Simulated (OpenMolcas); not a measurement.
**V²⁺ in NaCl: CASSCF and CASPT2 levels and susceptibility**

Which state of V²⁺ lies lowest among these ligands, how large is the field, and what χT follows?

The numbers are computed with OpenMolcas 26.06 (state-averaged CASSCF and CASPT2, spin-orbit coupling by RASSI with atomic mean-field integrals), except any that are marked as measured or tabulated.

## 1. The system

- Species: V²⁺ (vanadium, Z = 23, 21 electrons)
- Basis: ANO-RCC-VTZP [6s5p3d2f1g], 191 functions with the ligands
- Scalar Hamiltonian: DKH2, point nucleus
- Inactive shells: 1s 2s 2p 3s 3p of the metal, and all ligand shells
- Active space: 3 electrons in 5 orbitals (3d)
- Some configurations of this space: 3d3
- Orbitals: optimised for each spin and parity, averaged over all roots

The outer shells:

3d3
```
3d [↑ ][↑ ][↑ ][  ][  ]
```

V²⁺ is taken with its 6 nearest chloride ions at 2.645 Å, on the cation site of NaCl (a = 5.64056 Å). The rest of the host is ab initio model potentials to 7.6 Å, with orthogonalisation functions on the cations behind the ligands, and point charges beyond; the distance is set by hand, nothing relaxes, and no local charge compensation is placed. Ligand basis ANO-RCC-VDZP.

```xyz
19

V     0.0000    0.0000    0.0000
Cl    2.6450    0.0000    0.0000
Cl    0.0000    2.6450    0.0000
Cl   -2.6450    0.0000    0.0000
Cl    0.0000   -2.6450    0.0000
Cl    0.0000    0.0000    2.6450
Cl    0.0000    0.0000   -2.6450
Na    0.0000    2.8203   -2.8203
Na    0.0000   -2.8203    2.8203
Na    0.0000    2.8203    2.8203
Na    0.0000   -2.8203   -2.8203
Na    2.8203   -2.8203    0.0000
Na   -2.8203    2.8203    0.0000
Na    2.8203    0.0000   -2.8203
Na   -2.8203    0.0000    2.8203
Na    2.8203    0.0000    2.8203
Na   -2.8203    0.0000   -2.8203
Na    2.8203    2.8203    0.0000
Na   -2.8203   -2.8203    0.0000
```

The work runs as a chain of OpenMolcas steps in one folder; each step below is one input file. Labels, J, g values, rates, χT and fits are worked out afterwards by a script from the matrices that RASSI stores.

## 2. GATEWAY and SEWARD: basis and integrals

The input, a.inp:

```
&GATEWAY
Basis set
V.ANO-RCC-VTZP.
V1 0.0 0.0 0.0 Angstrom
End of basis
Basis set
Cl.ANO-RCC-VDZP.
L1 2.645000 0.000000 0.000000 Angstrom
L2 0.000000 2.645000 0.000000 Angstrom
L3 0.000000 0.000000 2.645000 Angstrom
End of basis
Basis set
Na.EMB-AIMP.Barandiaran.6s3p.1s1p.ECP.NaCl.
PseudoCharge
* 3 symmetry-unique lattice sites within 7.6 angstrom
End of basis
Basis set
Na.EMB-AIMP.Barandiaran.0s.0s.ECP.NaCl.
PseudoCharge
* 18 symmetry-unique lattice sites within 7.6 angstrom
End of basis
Basis set
Cl.EMB-AIMP.Barandiaran.0s.0s.ECP.NaCl.
PseudoCharge
* 16 symmetry-unique lattice sites within 7.6 angstrom
End of basis
Symmetry
XYZ
AngMom=0.0 0.0 0.0
AMFI
RICD
XField
1058 Angstrom 0
* Evjen-weighted lattice charges
&SEWARD
```

Run with:

```console
$ OMP_NUM_THREADS=1 MOLCAS_MEM=2457 MOLCAS_PROJECT=a pymolcas a.inp > a.log
```

## 3. Reference wave functions, quartets, 10 roots

The input, a.inp:

```
&RASSCF
FileOrb=start.orb
Symmetry=1
Spin=4
nActEl=3 0 0
Inactive=30 33
Ras2=5 0
CIRoot=10 10 1
SDav=10
CIMx=300
Iter=150 100
PrWF=0.3
OrbListing=Nothing
MaxOrb=0
LevShft=1.0
>>> COPY $Project.JobIph JOB001
```

start.orb holds start orbitals that the driver prepared beforehand, or those of the step before.

## 4. CASSCF: doublets, 40 roots

The input, a.inp:

```
&RASSCF
FileOrb=start.orb
Symmetry=1
Spin=2
nActEl=3 0 0
Inactive=30 33
Ras2=5 0
CIRoot=40 40 1
SDav=40
CIMx=300
Iter=150 100
PrWF=0.3
OrbListing=Nothing
MaxOrb=0
LevShft=1.0
>>> COPY $Project.JobIph JOB002
```

## 5. RASSI: spin-orbit coupling between the states

The input, a.inp:

```
&RASSI
NrOfJobIphs=2 10 40
1 2 3 4 5 6 7 8 9 10
1 2 3 4 5 6 7 8 9 10 11 12 13 14 15 16 17 18 19 20 21 22 23 24 25 26 27
28 29 30 31 32 33 34 35 36 37 38 39 40
IphNames
JOB001
JOB002
EJob
SpinOrbit
DIPRint=1.0
SOCoupling=1000.0
Subsets=2
Property=9
'ANGMOM' 1 'ANGMOM' 2 'ANGMOM' 3 'MLTPL  1' 1 'MLTPL  1' 2 'MLTPL  1' 3
'AMFI' 1 'AMFI' 2 'AMFI' 3
SOProperty=3
'ANGMOM' 1 'ANGMOM' 2 'ANGMOM' 3
```

## 6. CASPT2: IPEA 0.25, imaginary shift 0.1 (closed shells correlated: 3s 3p of the metal, with ligand shells; the Frozen line counts the rest)

The input, a.inp:

```
>>> COPY JOB001 $Project.JobIph
&CASPT2
Multistate=10 1 2 3 4 5 6 7 8 9 10
NoMult
Frozen=17 18
IPEA=0.25
Imaginary=0.1
MaxIter=60
WThr=0.0 0.3 0.05
PrWF=0.5
NoMix
>>> COPY JOB002 $Project.JobIph
&CASPT2
Multistate=40 1 2 3 4 5 6 7 8 9 10 11 12 13 14 15 16 17 18 19 20 21 22
23 24 25 26 27 28 29 30 31 32 33 34 35 36 37 38 39 40
NoMult
Frozen=17 18
IPEA=0.25
Imaginary=0.1
MaxIter=60
WThr=0.0 0.3 0.05
PrWF=0.5
NoMix
```

(Steps that only read results are left out.)

**Question.** What will these runs give? Wanted: spin-free ground state; first state of the same spin within the active space; lowest level; next level.

The runs gave:

| quantity | value |
| --- | --- |
| method | SS-CASPT2, IPEA 0.25, imaginary shift 0.1 (closed shells correlated: 3s 3p of the metal, with ligand shells; the Frozen line counts the rest) |
| spin-free ground state | 4A2, 1-fold in its orbital part |
| first state of the same spin within the active space | 4T2 at 6280 cm⁻¹ |
| lowest level | 4-fold Γ8 |
| next level | 6211.3 cm⁻¹ |
| χT at 300 K | 1.84 cm³ K/mol |
| effective moment at 300 K | 3.84 μB |

Cost by method:

```
                                              method  time of its own steps  time with the reference
                                           A. CASSCF                   51 s                     51 s
B. SS-CASPT2, IPEA 0.25, imaginary shift 0.1, +3s 3p                5.6 min                  6.4 min
```

Times are of one thread on a shared host.

The spin-free ground state (4A2) comes to 100 % from free-ion F terms and keeps the highest spin of the shell. χT at 300 K is 1.84, against 1.88 cm³ K/mol for the spin alone; near agreement at one temperature doesn't show that the orbital moment is quenched. CASPT2 does not keep the components of a term degenerate, and the means are used.
